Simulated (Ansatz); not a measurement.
# ClFH3NZn: the cost of one run

Program: Ansatz 0.2.0. Level of theory: RKS PBE-D4/def2-SVP. These are calculated values, not measurements.

**1. The system as given**

Bond lengths: Zn1–N2 2.253 Å, Zn1–Cl3 2.093 Å, Zn1–F5 2.127 Å, N2–H6 1.007 Å, N2–H7 1.008 Å. Angles: Zn1–N2–H6 121.4°, Zn1–N2–H7 120.9°, H6–N2–H7 110.0°, N2–Zn1–Cl3 175.6°, N2–Zn1–F5 66.9°, Cl3–Zn1–F5 116.8°.

As a file:

```xyz
7

Zn   -0.3163   -1.0014   -0.6818
N     0.6988    0.3620    0.7962
Cl   -1.2403   -2.3883   -1.9474
H    -0.2251    1.0637    0.1310
F    -1.0683    0.9880   -0.7288
H     1.6398    0.6898    0.6476
H     0.5114    0.2862    1.7833
```

**2. Pulling towards end A**

Springs on the bonds that form and break draw the guess towards this end; the thresholds are loose.

input.yaml

```yaml
crystal:
  periodic: [false, false, false]
  atoms:
    - { symbol: Zn, position_ang: [-0.3163, -1.0014, -0.6818] }
    - { symbol: "N", position_ang: [0.6988, 0.362, 0.7962] }
    - { symbol: Cl, position_ang: [-1.2403, -2.3883, -1.9474] }
    - { symbol: H, position_ang: [-0.2251, 1.0637, 0.131] }
    - { symbol: F, position_ang: [-1.0683, 0.988, -0.7288] }
    - { symbol: H, position_ang: [1.6398, 0.6898, 0.6476] }
    - { symbol: H, position_ang: [0.5114, 0.2862, 1.7833] }
basis:
  gaussian: { orbitals: def2-SVP }
hamiltonian:
  xc: pbe
  dispersion: d4
relax:
  f_tol: 0.15
  max_steps: 25
  restrain:
    - { distance: [0, 4], at: 3.09, k: 30.0 }
    - { distance: [3, 1], at: 2.32, k: 30.0 }
    - { distance: [0, 1], at: 1.93, k: 30.0 }
    - { distance: [3, 4], at: 0.88, k: 30.0 }
output:
  orbitals: {}
```

On the command line:

```sh
$ ansatz run input.yaml --threads 2 --pin off --max-ram 3072MiB --backend cpu --events-out ev --progress --plain --runs-dir out
```

**Question.** How long does this run take on 2 threads of Intel Xeon Platinum 8488C (Sapphire Rapids), shared host, and how much memory does it need?

About 15 s, with a peak of 0.17 GiB.
